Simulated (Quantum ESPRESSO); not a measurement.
# NbTe (Pm-3m) in Quantum ESPRESSO: notebook, part 3 of 3

Quantum ESPRESSO 7.5. Earlier steps stand in the parts before.

**4. Phonon dispersion, PBEsol**

pw.in reads:

```
&CONTROL
  calculation = 'scf'
  prefix = 'pwscf'
  outdir = './tmp'
  pseudo_dir = './pseudo'
  tprnfor = .true.
  tstress = .true.
  disk_io = 'low'
/
&SYSTEM
  ibrav = 0
  nat = 2
  ntyp = 2
  ecutwfc = 45
  ecutrho = 360
  nbnd = 16
  occupations = 'smearing'
  smearing = 'mv'
  degauss = 0.01469973
/
&ELECTRONS
  conv_thr = 4d-10
  electron_maxstep = 120
  mixing_beta = 0.5
/
ATOMIC_SPECIES
Nb    92.9064 nb_pbesol_v1.uspp.F.UPF
Te   127.6000 te_pbesol_v1.uspp.F.UPF
CELL_PARAMETERS angstrom
   3.4257000000    0.0000000000    0.0000000000
   0.0000000000    3.4257000000    0.0000000000
   0.0000000000    0.0000000000    3.4257000000
ATOMIC_POSITIONS crystal
Nb     0.5000000000    0.5000000000    0.5000000000
Te     0.0000000000    0.0000000000    0.0000000000
K_POINTS automatic
6 6 6 0 0 0
```

relax.in reads:

```
&CONTROL
  calculation = 'vc-relax'
  prefix = 'pwscf'
  outdir = './tmp'
  pseudo_dir = './pseudo'
  tprnfor = .true.
  tstress = .true.
  disk_io = 'low'
  nstep = 40
  forc_conv_thr = 0.0001
  etot_conv_thr = 1d-06
/
&SYSTEM
  ibrav = 0
  nat = 2
  ntyp = 2
  ecutwfc = 45
  ecutrho = 360
  nbnd = 16
  occupations = 'smearing'
  smearing = 'mv'
  degauss = 0.01469973
/
&ELECTRONS
  conv_thr = 4d-10
  electron_maxstep = 120
  mixing_beta = 0.5
/
&IONS
  ion_dynamics = 'bfgs'
/
&CELL
  cell_dynamics = 'bfgs'
  press = 0
  press_conv_thr = 0.2
/
ATOMIC_SPECIES
Nb    92.9064 nb_pbesol_v1.uspp.F.UPF
Te   127.6000 te_pbesol_v1.uspp.F.UPF
CELL_PARAMETERS angstrom
   3.4257000000    0.0000000000    0.0000000000
   0.0000000000    3.4257000000    0.0000000000
   0.0000000000    0.0000000000    3.4257000000
ATOMIC_POSITIONS crystal
Nb     0.5000000000    0.5000000000    0.5000000000
Te     0.0000000000    0.0000000000    0.0000000000
K_POINTS automatic
6 6 6 0 0 0
```

scf2.in reads:

```
&CONTROL
  calculation = 'scf'
  prefix = 'pwscf'
  outdir = './tmp'
  pseudo_dir = './pseudo'
  tprnfor = .true.
  tstress = .true.
  disk_io = 'low'
/
&SYSTEM
  ibrav = 0
  nat = 2
  ntyp = 2
  ecutwfc = 45
  ecutrho = 360
  nbnd = 16
  occupations = 'smearing'
  smearing = 'mv'
  degauss = 0.01469973
/
&ELECTRONS
  conv_thr = 1d-13
  electron_maxstep = 120
  mixing_beta = 0.5
  startingpot = 'file'
  startingwfc = 'file'
/
ATOMIC_SPECIES
Nb    92.9064 nb_pbesol_v1.uspp.F.UPF
Te   127.6000 te_pbesol_v1.uspp.F.UPF
CELL_PARAMETERS angstrom
   3.3932440358    0.0000000000    0.0000000000
   0.0000000000    3.3932440358    0.0000000000
   0.0000000000    0.0000000000    3.3932440358
ATOMIC_POSITIONS crystal
Nb     0.5000000000    0.5000000000    0.5000000000
Te     0.0000000000    0.0000000000    0.0000000000
K_POINTS automatic
6 6 6 0 0 0
```

ph.in reads:

```
phonon_bands of NbTe
&INPUTPH
  prefix = 'pwscf'
  outdir = './tmp'
  tr2_ph = 1d-18
  fildyn = 'dyn'
  niter_ph = 90
  alpha_mix(1) = 0.4
  ldisp = .true.
  nq1 = 3
  nq2 = 3
  nq3 = 3
/
```

q2r.in reads:

```
&INPUT
  fildyn = 'dyn'
  zasr = 'crystal'
  flfrc = 'fc'
/
```

matdyn.in reads:

```
&INPUT
  asr = 'crystal'
  flfrc = 'fc'
  flfrq = 'freq'
  q_in_cryst_coord = .true.
  flvec = ' '
/
80
 0.0000000000  0.0000000000  0.0000000000
 0.0000000000  0.0500000000  0.0000000000
 0.0000000000  0.1000000000  0.0000000000
 0.0000000000  0.1500000000  0.0000000000
 0.0000000000  0.2000000000  0.0000000000
 0.0000000000  0.2500000000  0.0000000000
 0.0000000000  0.3000000000  0.0000000000
 0.0000000000  0.3500000000  0.0000000000
 0.0000000000  0.4000000000  0.0000000000
 0.0000000000  0.4500000000  0.0000000000
 0.0000000000  0.5000000000  0.0000000000
 0.0500000000  0.5000000000  0.0000000000
 0.1000000000  0.5000000000  0.0000000000
 0.1500000000  0.5000000000  0.0000000000
 0.2000000000  0.5000000000  0.0000000000
 0.2500000000  0.5000000000  0.0000000000
 0.3000000000  0.5000000000  0.0000000000
 0.3500000000  0.5000000000  0.0000000000
 0.4000000000  0.5000000000  0.0000000000
 0.4500000000  0.5000000000  0.0000000000
 0.5000000000  0.5000000000  0.0000000000
 0.4642857143  0.4642857143  0.0000000000
 0.4285714286  0.4285714286  0.0000000000
 0.3928571429  0.3928571429  0.0000000000
 0.3571428571  0.3571428571  0.0000000000
 0.3214285714  0.3214285714  0.0000000000
 0.2857142857  0.2857142857  0.0000000000
 0.2500000000  0.2500000000  0.0000000000
 0.2142857143  0.2142857143  0.0000000000
 0.1785714286  0.1785714286  0.0000000000
 0.1428571429  0.1428571429  0.0000000000
 0.1071428571  0.1071428571  0.0000000000
 0.0714285714  0.0714285714  0.0000000000
 0.0357142857  0.0357142857  0.0000000000
 0.0000000000  0.0000000000  0.0000000000
 0.0277777778  0.0277777778  0.0277777778
 0.0555555556  0.0555555556  0.0555555556
 0.0833333333  0.0833333333  0.0833333333
 0.1111111111  0.1111111111  0.1111111111
 0.1388888889  0.1388888889  0.1388888889
 0.1666666667  0.1666666667  0.1666666667
 0.1944444444  0.1944444444  0.1944444444
 0.2222222222  0.2222222222  0.2222222222
 0.2500000000  0.2500000000  0.2500000000
 0.2777777778  0.2777777778  0.2777777778
 0.3055555556  0.3055555556  0.3055555556
 0.3333333333  0.3333333333  0.3333333333
 0.3611111111  0.3611111111  0.3611111111
 0.3888888889  0.3888888889  0.3888888889
 0.4166666667  0.4166666667  0.4166666667
 0.4444444444  0.4444444444  0.4444444444
 0.4722222222  0.4722222222  0.4722222222
 0.5000000000  0.5000000000  0.5000000000
 0.4666666667  0.5000000000  0.4666666667
 0.4333333333  0.5000000000  0.4333333333
 0.4000000000  0.5000000000  0.4000000000
 0.3666666667  0.5000000000  0.3666666667
 0.3333333333  0.5000000000  0.3333333333
 0.3000000000  0.5000000000  0.3000000000
 0.2666666667  0.5000000000  0.2666666667
 0.2333333333  0.5000000000  0.2333333333
 0.2000000000  0.5000000000  0.2000000000
 0.1666666667  0.5000000000  0.1666666667
 0.1333333333  0.5000000000  0.1333333333
 0.1000000000  0.5000000000  0.1000000000
 0.0666666667  0.5000000000  0.0666666667
 0.0333333333  0.5000000000  0.0333333333
 0.0000000000  0.5000000000  0.0000000000
 0.5000000000  0.5000000000  0.0000000000
 0.5000000000  0.5000000000  0.0454545455
 0.5000000000  0.5000000000  0.0909090909
 0.5000000000  0.5000000000  0.1363636364
 0.5000000000  0.5000000000  0.1818181818
 0.5000000000  0.5000000000  0.2272727273
 0.5000000000  0.5000000000  0.2727272727
 0.5000000000  0.5000000000  0.3181818182
 0.5000000000  0.5000000000  0.3636363636
 0.5000000000  0.5000000000  0.4090909091
 0.5000000000  0.5000000000  0.4545454545
 0.5000000000  0.5000000000  0.5000000000
```

matdyn_dos.in reads:

```
&INPUT
  asr = 'crystal'
  flfrc = 'fc'
  dos = .true.
  fldos = 'phdos'
  nk1 = 9
  nk2 = 9
  nk3 = 9
  deltaE = 0.5
  flvec = ' '
  flfrq = ' '
/
```

matdyn_mesh.in reads:

```
&INPUT
  asr = 'crystal'
  flfrc = 'fc'
  flfrq = 'mesh'
  q_in_cryst_coord = .true.
  flvec = ' '
/
512
 0.06250000  0.06250000  0.06250000
 0.06250000  0.06250000  0.18750000
 0.06250000  0.06250000  0.31250000
[... 509 further points of the even 8 x 8 x 8 mesh, shifted by half a step ...]
```

Potentials or basis: GBRV 1.5 PBEsol.

Started as:

```console
$ OMP_NUM_THREADS=1 mpirun -n 4 pw.x -nk 4 -in pw.in > pw.out
$ OMP_NUM_THREADS=1 mpirun -n 4 pw.x -nk 4 -in relax.in > relax.out
$ OMP_NUM_THREADS=1 mpirun -n 4 pw.x -nk 4 -in scf2.in > scf2.out
$ OMP_NUM_THREADS=1 mpirun -n 4 ph.x -nk 4 -in ph.in > ph.out
$ OMP_NUM_THREADS=1 mpirun -n 1 q2r.x -in q2r.in > q2r.out
$ OMP_NUM_THREADS=1 mpirun -n 1 matdyn.x -in matdyn.in > matdyn.out
$ OMP_NUM_THREADS=1 mpirun -n 1 matdyn.x -in matdyn_dos.in > matdyn_dos.out
$ OMP_NUM_THREADS=1 mpirun -n 1 matdyn.x -in matdyn_mesh.in > matdyn_mesh.out
```

pw.out:

```text
This program is part of the open-source Quantum ESPRESSO suite
     for quantum simulation of materials; please cite
[... 6 lines left out ...]
     using ibrav=0 with symmetry is DISCOURAGED, use correct ibrav instead

     K-points division:     npool     =       4
     Subspace diagonalization in iterative solution of the eigenvalue problem:
     a serial algorithm will be used

     G-vector sticks info
     --------------------
     sticks:   dense  smooth     PW     G-vecs:    dense   smooth      PW
     Sum        1201     593    185                31439    11067    1935

     Using Slab Decomposition

     bravais-lattice index     =            0
     lattice parameter (alat)  =       6.4736  a.u.
     unit-cell volume          =     271.2967 (a.u.)^3
     number of atoms/cell      =            2
     number of atomic types    =            2
     number of electrons       =        19.00
     number of Kohn-Sham states=           16
     kinetic-energy cutoff     =      45.0000  Ry
     charge density cutoff     =     360.0000  Ry
     scf convergence threshold =      4.0E-10
     mixing beta               =       0.5000
     number of iterations used =            8  plain     mixing
     Exchange-correlation= SLA  PW   PSX  PSC
                           (   1   4  10   8   0   0   0)

     celldm(1)=   6.473635  celldm(2)=   0.000000  celldm(3)=   0.000000
     celldm(4)=   0.000000  celldm(5)=   0.000000  celldm(6)=   0.000000

     crystal axes: (cart. coord. in units of alat)
               a(1) = (   1.000000   0.000000   0.000000 )
               a(2) = (   0.000000   1.000000   0.000000 )
               a(3) = (   0.000000   0.000000   1.000000 )

     reciprocal axes: (cart. coord. in units 2 pi/alat)
               b(1) = (  1.000000  0.000000  0.000000 )
               b(2) = (  0.000000  1.000000  0.000000 )
               b(3) = (  0.000000  0.000000  1.000000 )

     PseudoPot. # 1 for Nb read from file:
     nb_pbesol_v1.uspp.F.UPF
     Pseudo is Ultrasoft + core correction, Zval = 13.0
     Generated by new atomic code, or converted to UPF format
     Using radial grid of  887 points,  6 beta functions with:
                l(1) =   0
                l(2) =   0
                l(3) =   1
                l(4) =   1
                l(5) =   2
                l(6) =   2
     Q(r) pseudized with  6 coefficients,  rinner =    1.000   1.000   1.000
                                                       1.000   1.000

     PseudoPot. # 2 for Te read from file:
     te_pbesol_v1.uspp.F.UPF
     Pseudo is Ultrasoft + core correction, Zval =  6.0
     Generated by new atomic code, or converted to UPF format
     Using radial grid of  891 points,  5 beta functions with:
                l(1) =   0
                l(2) =   0
                l(3) =   1
                l(4) =   1
                l(5) =   2
     Q(r) pseudized with  6 coefficients,  rinner =    1.800   1.800   1.800
                                                       1.800   1.800

     atomic species   valence    mass     pseudopotential
     Nb               13.00    92.90640     Nb( 1.00)
     Te                6.00   127.60000     Te( 1.00)

     48 Sym. Ops., with inversion, found

   Cartesian axes

     site n.     atom                  positions (alat units)
         1        Nb     tau(   1) = (   0.5000000   0.5000000   0.5000000  )
         2        Te     tau(   2) = (   0.0000000   0.0000000   0.0000000  )

     number of k points=    20  Marzari-Vanderbilt smearing, width (Ry)=  0.0147
                       cart. coord. in units 2pi/alat
        k(    1) = (   0.0000000   0.0000000   0.0000000), wk =   0.0092593
        k(    2) = (   0.0000000   0.0000000   0.1666667), wk =   0.0555556
        k(    3) = (   0.0000000   0.0000000   0.3333333), wk =   0.0555556
        k(    4) = (   0.0000000   0.0000000  -0.5000000), wk =   0.0277778
        k(    5) = (   0.0000000   0.1666667   0.1666667), wk =   0.1111111
        k(    6) = (   0.0000000   0.1666667   0.3333333), wk =   0.2222222
[... 12 lines left out ...]
        k(   19) = (   0.3333333  -0.5000000  -0.5000000), wk =   0.0555556
        k(   20) = (  -0.5000000  -0.5000000  -0.5000000), wk =   0.0092593

     Dense  grid:    31439 G-vectors     FFT dimensions: (  40,  40,  40)

     Smooth grid:    11067 G-vectors     FFT dimensions: (  27,  27,  27)

     Initial potential from superposition of free atoms

     starting charge      18.9973, renormalised to      19.0000
     Starting wfcs are   17 randomized atomic wfcs

     Self-consistent Calculation

     iteration #  1     ecut=    45.00 Ry     beta= 0.50
     Davidson diagonalization with overlap
     ethr =  1.00E-02,  avg # of iterations =  3.7

     Threshold (ethr) on eigenvalues was too large:
     Diagonalizing with lowered threshold

     Davidson diagonalization with overlap
     ethr =  6.23E-04,  avg # of iterations =  1.3

     total energy              =    -144.34198715 Ry
     estimated scf accuracy    <       0.12357721 Ry
[... 50 lines left out ...]
     iteration #  9     ecut=    45.00 Ry     beta= 0.50
     Davidson diagonalization with overlap
     ethr =  3.75E-12,  avg # of iterations =  3.0

     End of self-consistent calculation

          k = 0.0000 0.0000 0.0000 (  1357 PWs)   bands (ev):

   -40.1953 -16.2299 -16.2299 -16.2299   0.5888  12.3024  12.3024  13.8202
    13.8202  13.8202  16.0444  16.0444  16.0444  18.4798  23.2457  23.2457
[... 88 lines left out ...]
   -40.1618 -16.3740 -16.3740 -16.3237   4.0045   8.7643   8.7643   9.8800
    14.8397  16.1470  16.1470  17.6021  18.7958  19.5933  21.0144  21.0144

          k =-0.5000-0.5000-0.5000 (  1376 PWs)   bands (ev):

   -40.1589 -16.3665 -16.3665 -16.3665   4.6383   8.5665   8.5665   8.5665
    16.9732  16.9732  16.9732  17.6296  17.6296  19.8651  19.8651  19.8651

     the Fermi energy is    14.9779 ev

!    total energy              =    -144.37857061 Ry
     estimated scf accuracy    <          4.4E-11 Ry
     smearing contrib. (-TS)   =      -0.00172266 Ry
     internal energy E=F+TS    =    -144.37684795 Ry

     The total energy is F=E-TS. E is the sum of the following terms:
     one-electron contribution =     -24.11751758 Ry
     hartree contribution      =      21.72549185 Ry
     xc contribution           =     -32.81153424 Ry
     ewald contribution        =    -109.17328797 Ry

     convergence has been achieved in   9 iterations

     Forces acting on atoms (cartesian axes, Ry/au):

     atom    1 type  1   force =     0.00000000    0.00000000    0.00000000
     atom    2 type  2   force =     0.00000000    0.00000000    0.00000000

     Total force =     0.000000     Total SCF correction =     0.000000

     Computing stress (Cartesian axis) and pressure

          total   stress  (Ry/bohr**3)                   (kbar)     P=      -40.37
  -0.00027440   0.00000000   0.00000000          -40.37        0.00        0.00
   0.00000000  -0.00027440   0.00000000            0.00      -40.37        0.00
   0.00000000   0.00000000  -0.00027440            0.00        0.00      -40.37

=------------------------------------------------------------------------------=
   JOB DONE.
=------------------------------------------------------------------------------=
```

Run time: 8.1 min. Hardware: 4 MPI ranks of Arm Neoverse V1, shared host; peak memory 0.36 GiB.

What came out:

```yaml
Free_energy: -1964.3841 eV
Relaxed_volume: 19.54 Å³/atom
Relaxed_cell: a = 3.393 Å, b = 3.393 Å, c = 3.393 Å, α = 90.00°, β = 90.00°, γ = 90.00°
Space_group_after_relaxing_to_0.05_Å: Pm-3m (No. 221)
Pressure_after_relaxing: 0.0 GPa
Band_gap_on_the_k_mesh: none (metal or under the smearing width)
Highest_phonon_frequency: 166 cm⁻¹
Zero-point_energy: 0.021 eV/atom
```

Step by step:
| step | energy change (eV) | largest force (eV/Å) | pressure (GPa) | volume (Å³) |
| --- | --- | --- | --- | --- |
| 1 | 0.0000 | 0.0000 | -4.04 | 40.20 |
| 2 | -0.0135 | 0.0000 | -1.18 | 39.38 |
| 3 | -0.0147 | 0.0000 | 0.07 | 39.05 |
| 4 | -0.0147 | 0.0000 | 0.00 | 39.07 |

Final structure:
```cif
data_structure
_symmetry_space_group_name_H-M 'P 1'
_symmetry_Int_Tables_number 1
_cell_length_a 3.3932
_cell_length_b 3.3932
_cell_length_c 3.3932
_cell_angle_alpha 90.000
_cell_angle_beta 90.000
_cell_angle_gamma 90.000
_cell_volume 39.07
loop_
_atom_site_label
_atom_site_type_symbol
_atom_site_fract_x
_atom_site_fract_y
_atom_site_fract_z
_atom_site_occupancy
Nb1 Nb 0.50000 0.50000 0.50000 1
Te1 Te 0.00000 0.00000 0.00000 1
```

Phonon frequencies in cm⁻¹ (negative: imaginary):
| q point | frequencies |
| --- | --- |
| (0.000, 0.000, 0.000) | 0 0 0 144 144 144 |
| (0.000, 0.350, 0.000) | 94 94 99 150 150 154 |
| (0.200, 0.500, 0.000) | 77 102 115 136 136 164 |
| (0.464, 0.464, 0.000) | 45 48 68 124 155 156 |
| (0.214, 0.214, 0.000) | 57 82 120 138 142 143 |
| (0.028, 0.028, 0.028) | 12 12 24 144 144 144 |
| (0.222, 0.222, 0.222) | 86 86 120 128 141 141 |
| (0.417, 0.417, 0.417) | 90 96 96 141 147 147 |
| (0.367, 0.500, 0.367) | 85 92 102 136 145 150 |
| (0.133, 0.500, 0.133) | 76 122 122 123 134 164 |
| (0.500, 0.500, 0.091) | 51 51 76 121 155 155 |
| (0.500, 0.500, 0.409) | 93 93 98 144 149 149 |

Phonon frequencies at the corners of the path (cm⁻¹, interpolated; i marks imaginary ones):
```csv
point,frequencies
Γ,0 0 0 144 144 144
X,99 117 117 143 143 165
M,44 44 66 123 156 156
R,95 95 95 149 149 149
```

Phonon states per cell in windows of 10 cm⁻¹ (negative: imaginary):
| from (cm⁻¹) | total | Nb | Te |
| --- | --- | --- | --- |
| 0 | 0.00 | 0.00 | 0.00 |
| 10 | 0.00 | 0.00 | 0.00 |
| 20 | 0.01 | 0.00 | 0.00 |
| 30 | 0.02 | 0.01 | 0.01 |
| 40 | 0.04 | 0.02 | 0.02 |
| 50 | 0.15 | 0.10 | 0.05 |
| 60 | 0.44 | 0.30 | 0.14 |
| 70 | 0.44 | 0.29 | 0.15 |
| 80 | 0.43 | 0.26 | 0.16 |
| 90 | 0.47 | 0.24 | 0.23 |
| 100 | 0.48 | 0.26 | 0.22 |
| 110 | 0.55 | 0.37 | 0.19 |
| 120 | 0.46 | 0.31 | 0.16 |
| 130 | 0.55 | 0.28 | 0.27 |
| 140 | 1.23 | 0.43 | 0.80 |
| 150 | 0.66 | 0.11 | 0.55 |
| 160 | 0.13 | 0.02 | 0.11 |

Harmonic thermodynamics per atom at this volume (zero-point energy 21.4 meV, Debye temperature from the second moment 222 K):
```
 T (K)  free energy (meV)  entropy (k_B)  heat capacity Cv (k_B)
    50               20.7           0.64                    1.34
   100               15.0           1.96                    2.38
   200              -10.5           3.79                    2.82
298.15              -47.7           4.94                    2.92
   500             -148.0           6.46                    2.97
   800             -334.6           7.87                    2.99
```

Caveat: the k mesh is coarse; the mesh is thin for the phonons of a metal.

**5. The runs side by side**

```tsv
level	potentials or basis	form of the LDA correlation	gap on the mesh (eV)	pressure (GPa)
LDA	GBRV 1.5 LDA	PZ81	none	0.0
PBE	GBRV 1.5 PBE	-	none	0.0
PBEsol	GBRV 1.5 PBEsol	-	none	0.0
```

Alike in all rows: task phonon dispersion; no spin polarisation; cell relaxed; k mesh 6 × 6 × 6; cutoff (eV) 612; smearing cold 0.2 eV.

Caveats: the mesh is thin for the phonons of a metal.

Absolute energies hang on the potentials; compare differences alone.
